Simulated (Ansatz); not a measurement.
# BH2O2Te: the cost of one run

Method: the settings change from run to run; program: Ansatz 0.2.0, Gaussian basis.

### Step 1. The relaxed structure

The geometry comes from an earlier relaxation with PBE0-D4 in a triple-zeta def2 set; it is a stationary point. Te takes a core potential in def2 sets; no spin-orbit term is included.

SMILES `OB(O)[Te]`, 6 atoms, charge 0, spin multiplicity 2.

Atoms are counted from 1 here; the program's logs count them from 0.

Bond lengths: O1–B2 1.362 Å, O1–H5 0.958 Å, B2–O3 1.353 Å, B2–Te4 2.184 Å, O3–H6 0.964 Å. Angles: B2–O1–H5 115.4°, O1–B2–O3 119.8°, O1–B2–Te4 123.3°, O3–B2–Te4 116.9°, B2–O3–H6 112.3°.

### Step 2. B2PLYP/ANO-RCC-VTZP

The input, in.yaml:

```yaml
crystal:
  periodic: [false, false, false]
  atoms:
    - {symbol: O, position_ang: [0.122844, 1.149783, 0.018151]}
    - {symbol: B, position_ang: [-0.054334, -0.196493, -0.081303]}
    - {symbol: O, position_ang: [0.459403, -1.013613, 0.866977]}
    - {symbol: Te, position_ang: [-1.144058, -1.145853, -1.718211]}
    - {symbol: H, position_ang: [-0.267112, 1.668289, -0.687220]}
    - {symbol: H, position_ang: [0.925256, -0.526213, 1.555405]}
basis:
  gaussian: {orbitals: ANO-RCC-VTZP}
magnetization: {spin_polarized: true, initial_magnetization: 1}
hamiltonian: {xc: {name: B2PLYP}}
output: {forces: true}
```

Command:

```sh
$ ansatz run in.yaml --threads 4 --pin off --events-out ev --progress --plain --max-ram 10444MiB
```

**Question.** How long does this run take on 4 threads of Arm Neoverse V2, shared host, and how much memory does it need?

About 47 s, with a peak of 1.1 GiB.
